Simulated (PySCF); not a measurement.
# C₇H₁₂O+ (doublet): open-shell or spin-flip excitations

What do calculations give for the open-shell or spin-flip excitations of C₇H₁₂O+ (doublet) (`C=C(C=O)C(C)(C)C`)?

Computed with PySCF 2.14.0 and routines of our own; the level stands in each step. Atoms count from 0.

## 1. The starting structure

20 atoms, charge 1, multiplicity 2; geometry from: GFN2-xTB.

## 2. Open-shell or spin-flip excitations: unrestricted TDDFT BHandHLYP/def2-SVP

The job: settings as JSON, then the geometry in Å.

```
{"job": {"kind": "uabs", "xc": "BHandHLYP", "basis": "def2-SVP", "nstates": 10, "tda": false}, "charge": 1, "multiplicity": 2}
C      1.718065     0.273145    -1.350277
C      1.054054    -0.093675    -0.258328
C      1.782928    -0.750681     0.854874
O      1.309182    -1.123464     1.880757
C     -0.431029     0.063245     0.052267
C     -0.613786     0.937876     1.277806
C     -1.065467    -1.300254     0.250189
C     -1.110916     0.759009    -1.164392
H      2.778164     0.111600    -1.464208
H      1.239476     0.754430    -2.188333
H      2.860129    -0.871060     0.639184
H     -1.669103     1.093427     1.495960
H     -0.196822     0.434998     2.158628
H     -0.127148     1.903984     1.164402
H     -2.134813    -1.212414     0.435691
H     -0.904501    -1.951836    -0.605780
H     -0.644627    -1.779799     1.142030
H     -1.000862     0.148054    -2.055387
H     -0.679289     1.742658    -1.323616
H     -2.168784     0.871437    -0.944503
```

Level: unrestricted TDDFT BHandHLYP/def2-SVP, vertical, gas phase, core orbitals frozen in the response.

On the command line:

```
$ OMP_NUM_THREADS=1 python excited_run.py task.json out
```

This one command runs all jobs of the session in turn.

Standard output:

```text
coarse grid: 16128 points
cycle   1  E = -348.1419690510  dE =  1.569e+00  |g| = 5.227e-01  |ddm| = 3.137e+00
cycle   2  E = -347.9469630939  dE =  1.950e-01  |g| = 9.210e-01  |ddm| = 1.262e+00
cycle   3  E = -348.2802248154  dE = -3.333e-01  |g| = 1.030e-01  |ddm| = 7.957e-01
cycle   4  E = -348.2854196311  dE = -5.195e-03  |g| = 8.786e-02  |ddm| = 2.046e-01
cycle   5  E = -348.2897320722  dE = -4.312e-03  |g| = 3.235e-02  |ddm| = 1.041e-01
cycle   6  E = -348.2907983068  dE = -1.066e-03  |g| = 2.528e-02  |ddm| = 5.281e-02
cycle   7  E = -348.2922355723  dE = -1.437e-03  |g| = 1.236e-02  |ddm| = 9.960e-02
cycle   8  E = -348.2927105422  dE = -4.750e-04  |g| = 4.478e-03  |ddm| = 7.464e-02
cycle   9  E = -348.2927554532  dE = -4.491e-05  |g| = 1.635e-03  |ddm| = 1.909e-02
cycle  10  E = -348.2927648202  dE = -9.367e-06  |g| = 7.593e-04  |ddm| = 9.380e-03
final grid: 154128 points
cycle  11  E = -348.3441452700  dE = -3.095e-05  |g| = 2.383e-03  |ddm| = 2.061e-02
cycle  12  E = -348.3441466569  dE = -1.387e-06  |g| = 2.412e-03  |ddm| = 5.483e-03
cycle  13  E = -348.3441495746  dE = -2.918e-06  |g| = 6.883e-04  |ddm| = 2.685e-03
cycle  14  E = -348.3441500709  dE = -4.963e-07  |g| = 3.969e-04  |ddm| = 9.352e-04
cycle  15  E = -348.3441506413  dE = -5.704e-07  |g| = 2.639e-04  |ddm| = 1.262e-03
cycle  16  E = -348.3441510803  dE = -4.390e-07  |g| = 1.757e-04  |ddm| = 1.402e-03
cycle  17  E = -348.3441513497  dE = -2.694e-07  |g| = 6.776e-05  |ddm| = 1.744e-03
cycle  18  E = -348.3441513719  dE = -2.212e-08  |g| = 4.332e-05  |ddm| = 3.617e-04
cycle  19  E = -348.3441513806  dE = -8.719e-09  |g| = 1.947e-05  |ddm| = 2.795e-04
cycle  20  E = -348.3441513817  dE = -1.090e-09  |g| = 1.043e-05  |ddm| = 8.780e-05
cycle  21  E = -348.3441513819  dE = -2.096e-10  |g| = 6.314e-06  |ddm| = 3.278e-05
converged SCF energy = -348.3441513819

Static polarisability (au): isotropic 83.716, principal 58.236 90.981 101.932

<S^2> of the reference = 0.7661 (exact 0.7500)

Excitations
state   eV       nm        f      <S^2>   main configurations
  1   1.1708   1059.0   0.00005   0.778   Hb->Lb 0.83
  2   2.2889    541.7   0.06287   0.786   H-1b->Lb 0.92
  3   2.7636    448.6   0.00699   0.964   H-3b->Lb 0.83
  4   2.7755    446.7   0.00035   0.783   H-2b->Lb 0.62, H-4b->Lb 0.14, Hb->Lb 0.14
  5   2.7944    443.7   0.00212   2.584   Hb->L+1b 0.38, Ha->La 0.33, H-3b->Lb 0.08
  6   3.2495    381.5   0.01000   0.784   H-4b->Lb 0.56, H-2b->Lb 0.28, H-6b->Lb 0.09
  7   3.9879    310.9   0.00024   0.783   H-6b->Lb 0.49, H-4b->Lb 0.27, H-11b->Lb 0.16
  8   4.2106    294.5   0.00499   0.785   H-5b->Lb 0.88, H-7b->Lb 0.09
  9   4.7809    259.3   0.01241   0.781   H-7b->Lb 0.66, H-14b->Lb 0.14, H-5b->Lb 0.10
 10   4.8328    256.5   0.00007   1.125   H-1a->La 0.67, H-2a->La 0.16
```

It took 3.8 min on 1 thread of Intel Xeon at 2.50GHz, shared host; peak memory 0.69 GiB.

In short:

| quantity | value |
| --- | --- |
| ⟨S²⟩ | 0.766 |

Löwdin spin populations:

C0 -0.05; C1 0.12; C2 -0.01; O3 0.71; C4 0.02; C5 0.02; C6 0.02; C7 0.03; H8 0.00; H9 0.01; H10 0.10; H11 0.01; H12 0.01; H13 0.00; H14 0.01; H15 0.00; H16 0.01; H17 0.00; H18 0.00; H19 0.00

## 3. Open-shell or spin-flip excitations: unrestricted TDDFT BHandHLYP/def2-SVPD

Settings changed since step 2:

```diff
@@ -1,2 +1,2 @@
-{"job": {"kind": "uabs", "xc": "BHandHLYP", "basis": "def2-SVP", "nstates": 10, "tda": false}, "charge": 1, "multiplicity": 2}
+{"job": {"kind": "uabs", "xc": "BHandHLYP", "basis": "def2-SVPD", "nstates": 10, "tda": false}, "charge": 1, "multiplicity": 2}
 C      1.718065     0.273145    -1.350277
```

Level: unrestricted TDDFT BHandHLYP/def2-SVPD, vertical, gas phase, core orbitals frozen in the response.

Standard output:

```text
coarse grid: 16128 points
cycle   1  E = -348.1609908006  dE =  1.556e+00  |g| = 5.175e-01  |ddm| = 9.141e+00
cycle   2  E = -347.9764833587  dE =  1.845e-01  |g| = 9.079e-01  |ddm| = 2.699e+00
cycle   3  E = -348.2972489683  dE = -3.208e-01  |g| = 1.054e-01  |ddm| = 1.893e+00
cycle   4  E = -348.3025868814  dE = -5.338e-03  |g| = 8.955e-02  |ddm| = 4.550e-01
cycle   5  E = -348.3070673116  dE = -4.480e-03  |g| = 3.267e-02  |ddm| = 2.205e-01
cycle   6  E = -348.3081721630  dE = -1.105e-03  |g| = 2.583e-02  |ddm| = 1.024e-01
cycle   7  E = -348.3096841869  dE = -1.512e-03  |g| = 1.284e-02  |ddm| = 1.870e-01
cycle   8  E = -348.3102001818  dE = -5.160e-04  |g| = 4.697e-03  |ddm| = 1.463e-01
cycle   9  E = -348.3102472404  dE = -4.706e-05  |g| = 1.693e-03  |ddm| = 3.530e-02
cycle  10  E = -348.3102568762  dE = -9.636e-06  |g| = 7.743e-04  |ddm| = 1.738e-02
final grid: 154128 points
cycle  11  E = -348.3617379432  dE = -3.908e-05  |g| = 2.407e-03  |ddm| = 2.522e-01
cycle  12  E = -348.3617393978  dE = -1.455e-06  |g| = 2.387e-03  |ddm| = 3.391e-02
cycle  13  E = -348.3617422361  dE = -2.838e-06  |g| = 6.947e-04  |ddm| = 7.092e-03
cycle  14  E = -348.3617427282  dE = -4.921e-07  |g| = 3.965e-04  |ddm| = 1.911e-03
cycle  15  E = -348.3617432479  dE = -5.197e-07  |g| = 2.613e-04  |ddm| = 2.346e-03
cycle  16  E = -348.3617436582  dE = -4.103e-07  |g| = 1.820e-04  |ddm| = 2.444e-03
cycle  17  E = -348.3617439443  dE = -2.861e-07  |g| = 6.853e-05  |ddm| = 3.256e-03
cycle  18  E = -348.3617439673  dE = -2.303e-08  |g| = 4.336e-05  |ddm| = 7.044e-04
cycle  19  E = -348.3617439763  dE = -8.944e-09  |g| = 2.221e-05  |ddm| = 5.200e-04
cycle  20  E = -348.3617439776  dE = -1.306e-09  |g| = 1.254e-05  |ddm| = 1.758e-04
cycle  21  E = -348.3617439779  dE = -2.872e-10  |g| = 7.191e-06  |ddm| = 8.219e-05
converged SCF energy = -348.3617439779

Static polarisability (au): isotropic 89.684, principal 66.112 95.581 107.358

<S^2> of the reference = 0.7664 (exact 0.7500)

Excitations
state   eV       nm        f      <S^2>   main configurations
  1   1.1941   1038.3   0.00004   0.780   Hb->Lb 0.83
  2   2.3173    535.0   0.05947   0.788   H-1b->Lb 0.92
  3   2.7878    444.7   0.00162   2.136   H-3b->Lb 0.29, Ha->La 0.29, Hb->L+1b 0.24
  4   2.8032    442.3   0.00676   1.453   H-3b->Lb 0.62, Hb->L+1b 0.16, Ha->La 0.10
  5   2.8149    440.5   0.00036   0.785   H-2b->Lb 0.61, H-4b->Lb 0.15, Hb->Lb 0.13
  6   3.2748    378.6   0.00926   0.786   H-4b->Lb 0.54, H-2b->Lb 0.29, H-6b->Lb 0.09
  7   4.0232    308.2   0.00029   0.785   H-6b->Lb 0.46, H-4b->Lb 0.28, H-11b->Lb 0.17
  8   4.2580    291.2   0.00534   0.787   H-5b->Lb 0.86, H-7b->Lb 0.10
  9   4.8104    257.7   0.01116   0.783   H-7b->Lb 0.64, H-14b->Lb 0.14, H-5b->Lb 0.12
 10   4.8325    256.6   0.00001   1.155   H-1a->La 0.67, H-2a->La 0.16
```

Wall time 6.7 min (1 thread of Intel Xeon at 2.50GHz, shared host); peak memory 0.99 GiB.

From this job:

| quantity | value |
| --- | --- |
| ⟨S²⟩ | 0.766 |

## 4. Outcome

```
                                                                                              quantity                        value
 lowest and brightest state of nearly pure spin, of 10 (step 2, unrestricted TDDFT BHandHLYP/def2-SVP)  1.17 eV; 2.29 eV, f = 0.063
lowest and brightest state of nearly pure spin, of 10 (step 3, unrestricted TDDFT BHandHLYP/def2-SVPD)  1.19 eV; 2.32 eV, f = 0.059
```

In words: States whose ⟨S²⟩ lies well above the reference's are mixtures of spin states, an artefact of the unrestricted response, and are left out of the summary. The lowest state of nearly pure spin runs from 1.17 to 1.19 eV over the runs.
